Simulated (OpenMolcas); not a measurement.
**WCl4O (SMILES [O]=[W]([Cl])([Cl])([Cl])[Cl]) at HF/ANO-RCC-VDZP (sfX2C, RICD fitting)**

What is the vertical ionisation energy of WCl4O at HF/ANO-RCC-VDZP (sfX2C, RICD fitting)? 

Program for the calculation: OpenMolcas 26.06.

**1. The system as given**

WCl4O: 6 atoms, total charge 0, spin state singlet. As SMILES, `[O]=[W]([Cl])([Cl])([Cl])[Cl]`. The shape comes from GFN2-xTB, which is rough for such elements, and wasn't checked as a minimum.

Bond lengths: O1–W2 1.671 Å, W2–Cl3 2.265 Å, W2–Cl4 2.266 Å, W2–Cl5 2.265 Å, W2–Cl6 2.266 Å. Angles: O1–W2–Cl3 106.1°, O1–W2–Cl4 105.9°, O1–W2–Cl5 106.1°, O1–W2–Cl6 105.9°, Cl3–W2–Cl4 85.6°, Cl3–W2–Cl5 147.8°, Cl3–W2–Cl6 85.6°, Cl4–W2–Cl5 85.6°, Cl4–W2–Cl6 148.2°, Cl5–W2–Cl6 85.6°.

**2. A single-point energy at HF/ANO-RCC-VDZP (sfX2C, RICD fitting)**

job.input

```
&GATEWAY
 Coord
 6
 bohr
 O     -3.33357137    -0.34483722    -0.67655975
 W     -0.25450831    -0.02630499    -0.05147614
 Cl     0.70430093    -3.08053704     2.79099321
 Cl     1.78152041    -2.49326685    -2.89842414
 Cl     1.10516853     3.26714750    -2.42381942
 Cl    -0.00291018     2.67781751     3.25928624
 Basis=ANO-RCC-VDZP
 Group=NoSym
 RICD
 RX2C

&SEWARD
 Expert

&SCF
 PrOrbitals=1 1
```

Launch:

```sh
export MOLCAS_MEM=1860
pymolcas job.input > job.log
```

Standard output:

```text
--- Start Module: gateway ---
[...]
--- Stop Module: gateway /rc=_RC_ALL_IS_WELL_ ---
[...]
--- Start Module: seward ---
[...]
 ###    WARNING:  EXPERT option is ON!                                       ###
 ###############################################################################
               SEWARD will generate:
[...]
      Basis functions          154
--- Stop Module: seward /rc=_RC_ALL_IS_WELL_ ---
[...]
--- Start Module: scf ---
[...]
       Convergence after  16 Iterations
[...]
::    Total SCF energy                             -18058.8088799899
[...]
      Total spin, S                                     0.0000000000
[...]
      Total electronic charge=  150.000000
      Total            charge=   -0.000000
[...]
      Dipole Moment (debye):
      Origin of the operator (angstrom)=    0.0395    0.0041    0.0080
                   X=  8.3804E-01               Y=  8.7911E-02               Z=  1.6981E-01           Total=  8.5958E-01
      Quadrupole Moment (debye*angstrom):
[...]
--- Stop Module: scf /rc=_RC_ALL_IS_WELL_ ---
[...]
```

It took 78 s on 1 thread of Arm Neoverse V1, shared host; peak memory 0.6 GiB.

**3. The doublet cation**

job.inp

```
* Cl4OW Hartree-Fock

&gateway
 coord
 6
 bohr
 O     -3.33357137    -0.34483722    -0.67655975
 W     -0.25450831    -0.02630499    -0.05147614
 Cl     0.70430093    -3.08053704     2.79099321
 Cl     1.78152041    -2.49326685    -2.89842414
 Cl     1.10516853     3.26714750    -2.42381942
 Cl    -0.00291018     2.67781751     3.25928624
 basis
 ANO-RCC-VDZP
 group
 NoSym
 ricd
 rx2c

&seward
 expert

&scf
 uhf
 charge
 1
 spin
 2
 prorbitals
 1 1
```

Launch:

```sh
export MOLCAS_MEM=1860
pymolcas job.inp > job.log
```

Standard output:

```text
--- Start Module: gateway ---
[...]
--- Stop Module: gateway /rc=_RC_ALL_IS_WELL_ ---
[...]
--- Start Module: seward ---
[...]
 ###    WARNING:  EXPERT option is ON!                                       ###
 ###############################################################################
               SEWARD will generate:
[...]
      Basis functions          154
--- Stop Module: seward /rc=_RC_ALL_IS_WELL_ ---
[...]
--- Start Module: scf ---
[...]
       Convergence after  38 Iterations
[...]
::    Total SCF energy                             -18058.3869956423
[...]
      Total spin, S                                     0.5449641975
[...]
      Total electronic charge=  149.000000
      Total            charge=    1.000000
[...]
      Dipole Moment (debye):
      Origin of the operator (angstrom)=    0.0395    0.0041    0.0080
                   X=  2.0944E+00               Y=  2.1823E-01               Z=  4.2601E-01           Total=  2.1484E+00
      Center of Charge (angstrom)
[...]
--- Stop Module: scf /rc=_RC_ALL_IS_WELL_ ---
[...]
```

It took 2.8 min on 1 thread of Arm Neoverse V1, shared host; peak memory 0.6 GiB.

**4. Outcome**

At HF/ANO-RCC-VDZP (sfX2C, RICD fitting):

| quantity | value |
| --- | --- |
| singlet WCl4O: total energy | -18058.80888 Eh |
| singlet WCl4O: dipole moment | 0.86 D |
| singlet WCl4O: HOMO energy | -12.24 eV |
| singlet WCl4O: LUMO energy | -2.27 eV |
| singlet WCl4O: HOMO–LUMO gap | 9.97 eV |
| doublet cation: total energy | -18058.38700 Eh |
| doublet cation: HOMO energy (highest over α and β) | -15.97 eV |
| doublet cation: LUMO energy (lowest over α and β) | -10.72 eV |
| doublet cation: ⟨S²⟩ | 0.842 |
| vertical ionisation energy (to the doublet cation) | 11.480 eV |

In words: The vertical ionisation energy comes to 11.48 eV (265 kcal/mol). −ε(HOMO) before ionisation, 12.24 eV, is 0.76 eV above this ionisation energy. Mulliken charges (doublet cation) run from -0.41 on O1 to +1.23 on W2.
